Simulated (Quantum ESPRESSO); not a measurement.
Crystal: GaGe.

```xyz
2
Lattice="0.0000 2.8978 2.8978 2.8978 0.0000 2.8978 2.8978 2.8978 0.0000" Properties=species:S:1:pos:R:3 pbc="T T T"
Ge    0.0000    0.0000    0.0000
Ga    1.4489    1.4489    1.4489
```

The cell comes from a database or a generator and needn't be the stable form of this composition.

| Quantity | Value |
| --- | --- |
| Program | Quantum ESPRESSO 7.5 |
| Task | single point |
| Functional | PBEsol |
| Potentials or basis | GBRV 1.5 PBEsol |
| Cutoff | 762 eV |
| Density cutoff | 6095 eV |
| k mesh | 8 × 8 × 8 |
| Occupations | fermi-dirac, width 0.05 eV |
| Spin | no spin polarisation |

On this cell: pressure -2.4 GPa; largest force zero by symmetry; band gap on the k mesh none (metal or under the smearing width).

The same run follows on a disturbed copy (atoms moved at random, drawn with an rms of 0.05 Å):

```
Ge Ga
1.0
     0.00000    2.89784    2.89784
     2.89784    0.00000    2.89784
     2.89784    2.89784    0.00000
Ge Ga
1 1
Direct
  0.99277 0.98973 0.02535
  0.23997 0.24662 0.26427
```

Q: What does the disturbed cell give?

A: The energy (extrapolated to zero smearing) moves by +2.1 meV/atom; pressure -2.4 GPa; largest force 0.201 eV/Å; band gap on the k mesh none (metal or under the smearing width).

Forces on the atoms (eV/Å):
```
Ge  -0.048 -0.189  0.047
Ga   0.048  0.189 -0.047
```

Stress tensor (GPa, compression positive):
```
-2.33 -0.27  1.00
-0.27 -2.45  0.28
 1.00  0.28 -2.33
```
